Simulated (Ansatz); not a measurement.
## LuAl3 and its elements: a formation energy from the elements, step by step

Program: the Ansatz DFT code, driven from Python.

The cells in order, each with its output:

```python
from collections import Counter

import ansatz
import numpy as np
```

```python
def ground_state(name, crystal):
    calc = crystal.calculation()
    calc = calc.functional("r2scan")
    calc = calc.basis(550)
    calc = calc.kpoints(spacing=0.15)
    calc = calc.occupations("fermi_dirac", width=0.05).stress()
    calc = calc.relax(force_tolerance=0.02, cell=True)
    return calc.run(threads=1)
```

```python
def counts(outcome):
    return Counter(site.symbol for site in outcome.lattice.sites)
```

```python
def formation_energy(outcome, mu):
    n = counts(outcome)
    return (outcome.report["energy_sigma0_ev"] - sum(k * mu[element] for element, k in n.items())) / sum(n.values())
```

```python
def volume_per_atom(outcome):
    return abs(np.linalg.det(outcome.lattice.cell_ang)) / len(outcome.lattice.sites)
```

```python
phases = {}
lual3 = (
    ansatz.Lattice.from_parameters(4.168542, 4.168542, 4.168542, alpha=90.0, beta=90.0, gamma=90.0)
    .atom("Lu", [0.0, 0.0, 0.0])
    .atom("Al", [0.0, 0.5, 0.5])
    .atom("Al", [0.5, 0.5, 0.0])
    .atom("Al", [0.5, 0.0, 0.5])
)
phases["LuAl3"] = lual3
lu = (
    ansatz.Lattice.from_parameters(3.5031, 3.5031, 5.5509, alpha=90.0, beta=90.0, gamma=120.0)
    .atom("Lu", [1 / 3, 2 / 3, 0.25])
    .atom("Lu", [2 / 3, 1 / 3, 0.75])
)
phases["Lu"] = lu
al = (
    ansatz.Lattice.of([0.0, 2.024805, 2.024805], [2.024805, 0.0, 2.024805], [2.024805, 2.024805, 0.0])
    .atom("Al", [0.0, 0.0, 0.0])
)
phases["Al"] = al

done = {}
for name, crystal in phases.items():
    done[name] = ground_state(name, crystal)
    print(f"{name}: {done[name].report['energy_sigma0_ev']:.4f} eV, {len(done[name].lattice.sites)} atoms")
```

    LuAl3: -16366.7558 eV, 4 atoms
    Lu: -29487.3957 eV, 2 atoms
    Al: -540.4083 eV, 1 atoms

```python
references = {"Lu": "Lu", "Al": "Al"}
mu = {element: done[name].report["energy_sigma0_ev"] / len(done[name].lattice.sites) for element, name in references.items()}
```

```python
target = done["LuAl3"]
heat = formation_energy(target, mu)
for element, value in mu.items():
    print(f"mu({element}) = {value:.4f} eV from {references[element]}, {volume_per_atom(done[references[element]]):.2f} A^3/atom")
print(f"formation energy of LuAl3: {heat:.4f} eV/atom = {96.4853 * heat:.1f} kJ/mol of atoms")
```

    mu(Lu) = -14743.6978 eV from Lu, 29.01 A^3/atom
    mu(Al) = -540.4083 eV from Al, 15.91 A^3/atom
    formation energy of LuAl3: -0.4583 eV/atom = -44.2 kJ/mol of atoms

The formation energy is -0.458 eV an atom (-44.2 kJ per mole of atoms), so LuAl3 lies below the reference phases. Other compounds of these elements, not run here, can lie lower still.

Caveats:
- Total energies depend on the potentials; only differences at equal settings carry meaning.
- The cells come from databases of deposited and of computed structures, and not all need be stable phases.
- The compound is the structure given, not necessarily its lowest; energies are at zero temperature, with no correction for gases. A semilocal functional's error on such energies is often 0.05 to 0.1 eV an atom, and 0.1 to 0.3 eV against gases such as O2 or F2.
- It ran for 2.7 min on 1 thread of Arm Neoverse V2, on a shared host, peak memory 0.74 GiB.
